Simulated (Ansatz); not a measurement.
# CH₆AlNO₂: up Jacob's ladder to CCSD(T)

The task here is to estimate one member of a computed series from the others.

Computed with Ansatz 0.2.0, Gaussian basis. Level: functionals in def2-TZVPP, the program's frozen cores in correlated methods.

Plan: PBE-D4, r2SCAN-D4, PBE0-D4, B3LYP-D4, ωB97X-V, ωB97M-V, B2PLYP; CCSD(T)/def2-TZVPP; MP2/def2-QZVPP; extrapolation to the limit.

### The geometry

The geometry comes from an earlier relaxation with PBE0-D4 in a triple-zeta def2 set; it is a stationary point, not always the lowest conformer.

SMILES `N[CH2][Al]([OH])[OH]`, 11 atoms, charge 0, spin multiplicity 1.

Atoms are counted from 1 here; the program's logs count them from 0.

Bond lengths: N1–C2 1.467 Å, N1–H6 1.012 Å, N1–H7 1.013 Å, C2–Al3 1.965 Å, C2–H8 1.101 Å, C2–H9 1.098 Å, Al3–O4 1.693 Å, Al3–O5 1.695 Å, O4–H10 0.954 Å, O5–H11 0.958 Å. Angles: C2–N1–H6 111.0°, C2–N1–H7 111.4°, H6–N1–H7 106.5°, N1–C2–Al3 109.7°, N1–C2–H8 114.8°, N1–C2–H9 108.0°, Al3–C2–H8 113.1°, Al3–C2–H9 105.5°, H8–C2–H9 105.1°, C2–Al3–O4 124.3°, C2–Al3–O5 119.5°, O4–Al3–O5 116.2°, Al3–O4–H10 123.9°, Al3–O5–H11 117.8°.

As a file:

```mol
CH6AlNO2
  3D, bonds by distance, orders not assigned

 11 10  0  0  0  0  0  0  0  0999 V2000
   -0.3709    1.5438    0.6572 N   0  0
   -0.8267    0.1803    0.3657 C   0  0
    0.5872   -0.8035   -0.5803 Al  0  0
    0.5415   -2.4651   -0.9039 O   0  0
    1.9585    0.0284   -1.1280 O   0  0
    0.3817    1.5373    1.3331 H   0  0
   -1.1134    2.1040    1.0587 H   0  0
   -1.2285   -0.3670    1.2327 H   0  0
   -1.6634    0.2464   -0.3429 H   0  0
   -0.1590   -3.0450   -0.6142 H   0  0
    1.9583    0.9834   -1.0577 H   0  0
  1  2  8  0
  2  3  8  0
  3  4  8  0
  3  5  8  0
  1  6  8  0
  1  7  8  0
  2  8  8  0
  2  9  8  0
  4 10  8  0
  5 11  8  0
M  END
```

Set-up of the first run:

Contents of in.yaml:

```yaml
crystal:
  periodic: [false, false, false]
  atoms:
    - {symbol: N, position_ang: [-0.370850, 1.543775, 0.657156]}
    - {symbol: C, position_ang: [-0.826652, 0.180266, 0.365668]}
    - {symbol: Al, position_ang: [0.587217, -0.803543, -0.580257]}
    - {symbol: O, position_ang: [0.541531, -2.465120, -0.903876]}
    - {symbol: O, position_ang: [1.958538, 0.028364, -1.127988]}
    - {symbol: H, position_ang: [0.381714, 1.537293, 1.333082]}
    - {symbol: H, position_ang: [-1.113445, 2.104041, 1.058717]}
    - {symbol: H, position_ang: [-1.228505, -0.367034, 1.232740]}
    - {symbol: H, position_ang: [-1.663353, 0.246418, -0.342857]}
    - {symbol: H, position_ang: [-0.159014, -3.044988, -0.614248]}
    - {symbol: H, position_ang: [1.958318, 0.983428, -1.057739]}
basis:
  gaussian: {orbitals: def2-TZVPP}
hamiltonian: {xc: pbe, dispersion: d4}
output: {forces: true, orbitals: {seedname: orbitals}}
```

Command:

```sh
$ ansatz run in.yaml --threads 4 --pin off --events-out ev --progress --plain --max-ram 10444MiB
```

Steps of the session up to this table: PBE-D4 (GGA); r2SCAN-D4 (meta-GGA); PBE0-D4 (hybrid); B3LYP-D4 (hybrid); ωB97X-V (range-separated); ωB97M-V (range-separated); B2PLYP (double hybrid); CCSD(T) in def2-TZVPP; MP2 in def2-QZVPP.

One table of the session follows, with a row left open; its other results are not shown here.

| method | atomisation energy (eV) |
| --- | --- |
| PBE-D4 | 43.228 |
| r2SCAN-D4 | 42.464 |
| PBE0-D4 | ? |
| B3LYP-D4 | 42.427 |
| ωB97X-V | 42.551 |
| ωB97M-V | 42.654 |
| B2PLYP | 42.070 |
| HF/def2-TZVPP | 29.471 |
| MP2/def2-TZVPP | 42.306 |
| CCSD/def2-TZVPP | 40.677 |
| CCSD(T)/def2-TZVPP | 41.341 |
| MP2/CBS | 43.655 |
| CCSD(T)/CBS | 42.690 |

**Question.** Estimate the row for PBE0-D4.

The run gave: atomisation energy (eV): 42.176. In the column «atomisation energy (eV)» it lies between B2PLYP (42.070) and MP2/def2-TZVPP (42.306).
